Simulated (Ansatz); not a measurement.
# B4Ru: the cost of one run

Method: DFT PBE, scalar-relativistic, plane waves, PAW, in Ansatz 0.2.0.

## Step 1: Starting point

It takes space group P4/mmm (No. 123, tetragonal). The conventional cell has a = 2.955 Å, b = 2.955 Å, c = 3.494 Å, α = 90.00°, β = 90.00°, γ = 90.00°. B (site symmetry 4mm) is surrounded by 1 Ru at 1.06 Å. Around B (site symmetry mmm) lie 8 B at 1.63 to 2.09 Å and 4 Ru at 2.29 Å. Ru (site symmetry 4/mmm) has 2 B at 1.06 Å in its first shell of neighbours.

As a file:

```cif
data_structure
_symmetry_space_group_name_H-M 'P 1'
_symmetry_Int_Tables_number 1
_cell_length_a 2.9550
_cell_length_b 2.9550
_cell_length_c 3.4944
_cell_angle_alpha 90.000
_cell_angle_beta 90.000
_cell_angle_gamma 90.000
_cell_volume 30.51
loop_
_atom_site_label
_atom_site_type_symbol
_atom_site_fract_x
_atom_site_fract_y
_atom_site_fract_z
_atom_site_occupancy
B1 B 0.50000 0.50000 0.19568 1
B2 B 0.50000 0.50000 0.80432 1
B3 B 0.50000 0.00000 0.00000 1
B4 B 0.00000 0.50000 0.00000 1
Ru1 Ru 0.50000 0.50000 0.50000 1
```

Recipe of the guess: random cell by space group and Wyckoff sites (P4/mmm, No. 123). Lengths come from tabulated atomic sizes and are only a guess.

## Step 2: The guess as it stands, on a coarse mesh

input.yaml

```yaml
crystal:
  lattice:
    - [2.95500451, 0.0, 0.0]
    - [0.0, 2.95500451, 0.0]
    - [0.0, 0.0, 3.49442183]
  atoms:
    - { symbol: B, position: [0.5, 0.5, 0.19567659] }
    - { symbol: B, position: [0.5, 0.5, 0.80432341] }
    - { symbol: B, position: [0.5, 0.0, 0.0] }
    - { symbol: B, position: [0.0, 0.5, 0.0] }
    - { symbol: Ru, position: [0.5, 0.5, 0.5] }
basis:
  ecutwfc: 420
kpoints:
  mp_grid: { grid: [6, 6, 6] }
hamiltonian:
  xc: pbe
scf:
  occupations: { method: gaussian, width: 0.1 }
  lower_state_search: "off"
output:
  forces: true
  stress: true
  eigenvalues: true
```

Run with:

```
$ ansatz run input.yaml --threads 1 --pin off --max-ram 2560MiB --backend cpu --events-out ev --progress --plain --runs-dir out
```

What time and memory should one allow on 1 thread of Intel Xeon at 2.50GHz (Skylake/Cascade Lake), shared host?

About 5.4 s, with a peak of 0.33 GiB.
